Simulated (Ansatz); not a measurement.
Predict the output of the script below (the Ansatz DFT code, driven from Python).

Script `tae_ch8nsbsi.py`:
```python
"""Energy to split CH8NSbSi into its atoms."""

from collections import Counter

import ansatz as az


def energy(molecule, charge=0, unpaired=0):
    calc = (
        molecule.calculation()
        .basis(gaussian="def2-SVPD")
        .functional("CAM-B3LYP")
    )
    if charge:
        calc = calc.charge(charge)
    if unpaired:
        calc = calc.spin("collinear", total=unpaired)
    return calc.run().report["free_energy_ev"]

mol = (
    az.Crystal.molecule()
    .atom("N", (0.7637, 0.8103, -0.9491))
    .atom("C", (-0.4355, 0.4318, -0.1625))
    .atom("Si", (0.0486, -0.028, 1.5711))
    .atom("Sb", (-1.3217, -1.256, -1.0997))
    .atom("H", (1.4316, 0.0841, -0.977))
    .atom("H", (1.1478, 1.7095, -0.5108))
    .atom("H", (-1.1418, 1.2659, -0.1059))
    .atom("H", (1.074, -1.1302, 1.5274))
    .atom("H", (-1.1021, -0.4159, 2.3946))
    .atom("H", (0.717, 1.1295, 2.2566))
    .atom("H", (-1.2567, -0.539, -2.6713))
    .atom("H", (0.1521, -2.1173, -1.2394))
)

# unpaired electrons of the ground-state atoms
unpaired = {"N": 3, "C": 2, "Si": 2, "Sb": 3, "H": 1}
counts = Counter(site.symbol for site in mol.cartesian_sites)
atom_energy = {s: energy(az.Crystal.molecule().atom(s, (0, 0, 0)), 0, unpaired[s]) for s in counts}
whole = energy(mol, 0, 0)
for s, e in atom_energy.items():
    print(f"{s:2s} x{counts[s]}  {e:14.5f} eV")
print(f"CH8NSbSi: {whole:.5f} eV")
split = sum(counts[s] * e for s, e in atom_energy.items()) - whole
print(f"atomisation energy (no zero-point term): {split:.3f} eV, {split / sum(counts.values()):.3f} eV an atom")
```

`python tae_ch8nsbsi.py` gives:
```text
N  x1     -1483.49618 eV
C  x1     -1028.38616 eV
Si x1     -7871.69183 eV
Sb x1     -6536.08739 eV
H  x8       -13.54842 eV
CH8NSbSi: -17065.42955 eV
atomisation energy (no zero-point term): 37.381 eV, 3.115 eV an atom
```

37.381 eV from the electronic energies, without the zero-point term.

What to keep in mind:
- Total energies depend on the basis set; only differences at equal settings carry meaning.
- The geometry is a force-field or estimated start, not a minimum of this method, and the basis set is short of its limit. All parts are taken at fixed geometry, without zero-point energy.
- def2 sets replace the cores of elements past krypton by effective core potentials.
- The spin-orbit lowering of heavy atoms is left out.
- Timing: 11 s on 1 thread of Arm Neoverse V1, on a shared host, peak memory 0.48 GiB.
